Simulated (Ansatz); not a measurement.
**Sn3Se: equation of state with PBEsol**

Crystal: Sn3Se.

```
Sn Se
1.0
     0.00000    3.73314    3.73314
     3.73314    0.00000    3.73314
     3.73314    3.73314    0.00000
Sn Se
3 1
Cartesian
  3.7331 3.7331 3.7331
  5.5997 5.5997 5.5997
  1.8666 1.8666 1.8666
  0.0000 0.0000 0.0000
```

The cell comes from a database or a generator and needn't be the stable form of this composition.

- Program: Ansatz 0.2.0
- Task: equation of state
- Functional: PBEsol
- Potentials or basis: all-electron LAPW, scalar-relativistic
- Basis error allowed: 0.001 eV/atom
- k mesh: 6 × 6 × 6
- Occupations: fermi-dirac, width 0.05 eV
- Spin: no spin polarisation

| Property | Result |
| --- | --- |
| Equilibrium volume | 24.43 Å³/atom (rough: see the caveat) |
| Bulk modulus | 59 GPa (rough) |

Energy against volume, from the lowest point:
```tsv
volume (Å³/atom)	energy (meV/atom)
24.452	0.00
24.973	2.16
25.493	7.91
26.013	16.82
26.533	28.50
27.054	42.65
27.574	58.96
```

All runs of the series together: 44 s on 2 threads of Intel(R) Xeon(R) 6975P-C (Granite Rapids) (shared host).

Caveat: the minimum lies outside the volumes run.
